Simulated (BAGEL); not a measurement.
# C2H3FSSi (SMILES F[SiH2]C=C=S): B3LYP/6-31G(d) (density fitting with qzvpp-jkfit, spherical functions)

What is the energy change on altering one bond length of C2H3FSSi at B3LYP/6-31G* (density fitting with qzvpp-jkfit, spherical functions)? 

Program for the calculation: BAGEL 1.2.2.

2 further runs of the same task are left out: 1 that didn't finish, 1 set aside as unsound or not needed. Runs told in other sessions of the task aren't counted.

**1. The system as given**

C2H3FSSi: 8 atoms, total charge 0, spin state singlet. As SMILES, `F[SiH2]C=C=S`. The coordinates come from a GFN2-xTB relaxation. This is one conformer, not always the lowest.

Bond lengths: F1–Si2 1.605 Å, Si2–C3 1.881 Å, C3–C4 1.294 Å, C4–S5 1.555 Å, Si2–H6 1.455 Å, Si2–H7 1.455 Å, C3–H8 1.077 Å. Angles: F1–Si2–C3 108.1°, Si2–C3–C4 122.9°, C3–C4–S5 176.4°, F1–Si2–H6 105.0°, F1–Si2–H7 105.2°, C3–Si2–H6 111.4°, C3–Si2–H7 111.0°, Si2–C3–H8 116.6°, C4–C3–H8 120.6°, H6–Si2–H7 115.5°.

**2. The energy at B3LYP/6-31G(d) (density fitting with qzvpp-jkfit, spherical functions)**

job.json

```json
{ "bagel" : [

{
  "title" : "molecule",
  "basis" : "6-31gs.json",
  "df_basis" : "qzvpp-jkfit",
  "angstrom" : "true",
  "geometry" : [
    { "atom" : "F", "xyz" : [   -1.253920,   -0.326960,    1.463900 ] },
    { "atom" : "Si", "xyz" : [    0.267060,    0.041160,    1.106290 ] },
    { "atom" : "C", "xyz" : [    0.429860,    0.092500,   -0.766640 ] },
    { "atom" : "C", "xyz" : [   -0.572580,   -0.090000,   -1.563850 ] },
    { "atom" : "S", "xyz" : [   -1.833740,   -0.323980,   -2.443310 ] },
    { "atom" : "H", "xyz" : [    0.486020,    1.354760,    1.693630 ] },
    { "atom" : "H", "xyz" : [    1.064030,   -1.038480,    1.669340 ] },
    { "atom" : "H", "xyz" : [    1.413270,    0.291000,   -1.159350 ] }
  ]
},
{
  "title" : "ks",
  "xc_func" : "b3lyp"
},
{
  "title" : "print",
  "file" : "orbitals.molden",
  "orbitals" : "true"
}

]}
```

The basis set 6-31G* is read from a file made from the Basis Set Exchange's data (not shown).

Launch:

```sh
$ BAGEL_NUM_THREADS=1 BAGEL job.json > job.out
```

Output:

```text
* using 1 threads per process

  ===============================================================
  ===============================================================

  *** Geometry ***

  { "atom" : "F", "xyz" : [     -2.369565,     -0.617865,      2.766370 ] },
  { "atom" : "Si", "xyz" : [      0.504670,      0.077781,      2.090585 ] },
  { "atom" : "C", "xyz" : [      0.812318,      0.174800,     -1.448740 ] },
  { "atom" : "C", "xyz" : [     -1.082019,     -0.170075,     -2.955248 ] },
  { "atom" : "S", "xyz" : [     -3.465266,     -0.612233,     -4.617187 ] },
  { "atom" : "H", "xyz" : [      0.918445,      2.560125,      3.200497 ] },
  { "atom" : "H", "xyz" : [      2.010725,     -1.962443,      3.154595 ] },
  { "atom" : "H", "xyz" : [      2.670693,      0.549910,     -2.190854 ] },

  Number of auxiliary basis functions:      537

  Since a DF basis is specified, we compute 2- and 3-index integrals:
    o Being stored without compression. Storage requirement is 0.030 GB

  Number of basis functions:       84
  Number of electrons      :       54

    * METHOD: MOLECULE                             0.71

  *** Kohn-Sham DFT ***

    * Removing 14483 points whose weight is below 1.00e-10
    * Grid points: 104765

  === Nuclear Repulsion ===
   246.5067120186

       - DIIS with orbital gradients will be used.

  === KS iteration (b3lyp / 6-31gs.json) ===
      0       -837.08666482          0.13646003           0.97
      1       -817.00042992          0.14808886           0.93
      2       -828.93373165          0.15067647           0.96
      3       -857.21407392          0.10615245           0.96
      4       -862.90447601          0.06611160           0.98
      5       -865.37724006          0.01772883           0.94
      6       -865.37535447          0.01524043           0.94
      7       -865.52087228          0.00723928           0.91
      8       -865.54044695          0.00475554           0.93
      9       -865.55094364          0.00029090           0.93
     10       -865.55097741          0.00013310           0.95
     11       -865.55099126          0.00006914           0.92
     12       -865.55099410          0.00001186           0.94
     13       -865.55099415          0.00000556           0.96
     14       -865.55099416          0.00000377           0.99
     15       -865.55099417          0.00000184           0.95
     16       -865.55099417          0.00000023           0.98
     17       -865.55099417          0.00000013           0.93
     18       -865.55099417          0.00000008           0.94
     19       -865.55099417          0.00000001           0.96
     20       -865.55099417          0.00000000           0.95
    * SCF iteration converged.

    * Permanent dipole moment:
           (   -0.933823,    -0.207598,    -0.075094) a.u.

    * METHOD: KS                                  21.84

    * METHOD: PRINT                                0.05

  ===============================================================
```

Run time: 23 s. Hardware: 1 thread of AMD EPYC, shared host; peak memory 0.45 GiB.

**3. The distorted shape**

input.json

```json
{ "bagel" : [

{
  "title" : "molecule",
  "basis" : "6-31gs.json",
  "df_basis" : "qzvpp-jkfit",
  "angstrom" : true,
  "geometry" : [
    { "atom" : "F", "xyz" : [      -1.745580,      -0.426201,       1.660237 ] },
    { "atom" : "Si", "xyz" : [      -0.224600,      -0.058081,       1.302627 ] },
    { "atom" : "C", "xyz" : [      -0.061800,      -0.006741,      -0.570303 ] },
    { "atom" : "C", "xyz" : [      -1.064240,      -0.189241,      -1.367513 ] },
    { "atom" : "S", "xyz" : [      -2.325400,      -0.423221,      -2.246973 ] },
    { "atom" : "H", "xyz" : [      -0.005640,       1.255519,       1.889967 ] },
    { "atom" : "H", "xyz" : [       0.572370,      -1.137721,       1.865677 ] },
    { "atom" : "H", "xyz" : [       1.413270,       0.291000,      -1.159350 ] }
  ]
},

{ "title" : "ks", "xc_func" : "b3lyp", "charge" : 0 },

{ "title" : "print", "file" : "orbitals.molden", "orbitals" : true }

]}
```

The basis set 6-31G* is read from a file made from the Basis Set Exchange's data (not shown).

Launch:

```sh
$ BAGEL_NUM_THREADS=1 BAGEL input.json > input.out
```

Output:

```text
* using 1 threads per process

  ===============================================================
  ===============================================================

  *** Geometry ***

  { "atom" : "F", "xyz" : [     -3.298668,     -0.805403,      3.137393 ] },
  { "atom" : "Si", "xyz" : [     -0.424432,     -0.109757,      2.461608 ] },
  { "atom" : "C", "xyz" : [     -0.116785,     -0.012739,     -1.077716 ] },
  { "atom" : "C", "xyz" : [     -2.011122,     -0.357614,     -2.584225 ] },
  { "atom" : "S", "xyz" : [     -4.394369,     -0.799772,     -4.246164 ] },
  { "atom" : "H", "xyz" : [     -0.010658,      2.372587,      3.571520 ] },
  { "atom" : "H", "xyz" : [      1.081623,     -2.149981,      3.525619 ] },
  { "atom" : "H", "xyz" : [      2.670693,      0.549910,     -2.190854 ] },

  Number of auxiliary basis functions:      537

  Since a DF basis is specified, we compute 2- and 3-index integrals:
    o Being stored without compression. Storage requirement is 0.030 GB

  Number of basis functions:       84
  Number of electrons      :       54

    * METHOD: MOLECULE                             0.69

  *** Kohn-Sham DFT ***

    * Removing 13941 points whose weight is below 1.00e-10
    * Grid points: 105307

  === Nuclear Repulsion ===
   244.3967432842

       - DIIS with orbital gradients will be used.

  === KS iteration (b3lyp / 6-31gs.json) ===
      0       -837.46495332          0.13588256           1.57
      1       -817.31924591          0.15253786           1.15
      2       -828.38247679          0.15502544           0.94
      3       -853.52952084          0.12045801           1.15
      4       -858.87290650          0.07874271           1.09
      5       -865.34122148          0.01441939           0.98
      6       -865.27455562          0.01604248           1.00
      7       -865.46830725          0.00369839           0.94
      8       -865.47887638          0.00158726           0.96
      9       -865.48010212          0.00054194           1.00
     10       -865.48023185          0.00028159           1.01
     11       -865.48028278          0.00008590           0.96
     12       -865.48028574          0.00003502           1.00
     13       -865.48028632          0.00000619           0.95
     14       -865.48028633          0.00000427           0.98
     15       -865.48028634          0.00000083           0.99
     16       -865.48028634          0.00000024           1.00
     17       -865.48028634          0.00000006           0.97
     18       -865.48028634          0.00000006           0.98
     19       -865.48028634          0.00000002           0.99
     20       -865.48028634          0.00000000           0.96
    * SCF iteration converged.

    * Permanent dipole moment:
           (   -0.862800,    -0.194402,    -0.046050) a.u.

    * METHOD: KS                                  23.10

    * METHOD: PRINT                                0.05

  ===============================================================
```

Run time: 24 s. Hardware: 1 thread of AMD EPYC, shared host; peak memory 0.45 GiB.

**4. Summary of results**

Level: B3LYP/6-31G* (density fitting with qzvpp-jkfit, spherical functions).

| quantity | value |
| --- | --- |
| first shape: total energy | -865.55099 Eh |
| first shape: dipole moment | 2.44 D |
| first shape: HOMO energy | -6.40 eV |
| first shape: LUMO energy | -2.14 eV |
| first shape: HOMO–LUMO gap | 4.25 eV |
| distorted shape: total energy | -865.48029 Eh |
| distorted shape: dipole moment | 2.25 D |
| distorted shape: HOMO energy | -6.44 eV |
| distorted shape: LUMO energy | -3.05 eV |
| distorted shape: HOMO–LUMO gap | 3.38 eV |
| energy change with the C3–H8 bond stretched from 1.077 to 1.616 Å | 1.924 eV |

One bond (distorted shape) is far stretched, which a spin-restricted single reference describes badly; a broken-symmetry solution may lie lower. With the C3–H8 bond stretched from 1.077 to 1.616 Å the energy rises by 1.92 eV (44 kcal/mol). The first shape isn't relaxed at this level, so the change isn't measured from a minimum. A restricted reference can't describe the breaking bond well at this length.
